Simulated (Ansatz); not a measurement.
Working through a polarisability from point charges of FGeH4NO, SMILES [NH2][GeH]([OH])[F]

Computed with the Ansatz DFT code, driven from Python.

At the Python prompt:
```pycon
>>> import ansatz as az
>>> from ase import Atoms
>>> import numpy as np
>>> BASIS = "def2-SVPD"
>>> METHOD = "MP2"
>>> atoms = Atoms(["N", "Ge", "O", "F", "H", "H", "H", "H"], positions=[
...     (-0.531, 1.3433, 0.1436),
...     (0.3088, -0.2263, -0.1559),
...     (0.2133, -1.2125, 1.3191),
...     (-0.3833, -1.0818, -1.4762),
...     (-1.5772, 1.1422, 0.2991),
...     (-0.5571, 1.9247, -0.7746),
...     (1.8183, 0.0659, -0.5158),
...     (0.8004, -2.0127, 1.1048),
... ])
>>> molecule = az.Crystal.molecule_from_ase(atoms)
>>> model = molecule.calculation()
>>> model = model.basis(gaussian=BASIS)
>>> model = model.correlation(METHOD, electrons="valence")
>>> model = model.forces()
>>> # charges +q and -q at -R and +R make a nearly even field 2 k q / R^2 at the centre
>>> centre = np.mean([site.position_ang for site in molecule.cartesian_sites], axis=0)
>>> field = 2 * 14.399645 * 3.0 / 40.0 ** 2
>>> def dipole(axis, sign):
...     arm = 40.0 * np.eye(3)[axis]
...     pair = [{"charge": sign * 3.0, "position_ang": (centre - arm).tolist()}, {"charge": -sign * 3.0, "position_ang": (centre + arm).tolist()}]
...     deck = model.input().set(az.key.basis.gaussian.point_charges, pair)
...     return np.array(az.Session.from_dict(deck).plan().execute().report["charge_distribution"]["dipole_moment_e_ang"])
...
>>> print(f"field {field:.4f} V/A")
field 0.0540 V/A
>>> alpha = np.array([(dipole(axis, 1) - dipole(axis, -1)) / (2 * field) * 14.399645 for axis in range(3)])

>>> print("polarisability tensor (A^3)")
polarisability tensor (A^3)
>>> print(np.array2string(alpha, precision=3, suppress_small=True))
[[ 6.286 -0.347 -0.08 ]
 [-0.35   6.683 -0.244]
 [-0.077 -0.242  6.161]]
>>> print(f"mean {np.trace(alpha) / 3:.3f} A^3 = {np.trace(alpha) / 3 / 0.14818471:.2f} bohr^3")
mean 6.376 A^3 = 43.03 bohr^3
```

These settings explore the input space; basis and method may be short of convergence. The geometry is a force-field or estimated start, not a minimum of this method, and the basis set is short of its limit. The field of two point charges is only nearly even. Finished in 110 s on 1 thread of AMD EPYC 7R43 64-Core Processor (Zen 3) (shared host), peak memory 0.48 GiB.

(Lines on the test bed's own set-up are left out of the output.)
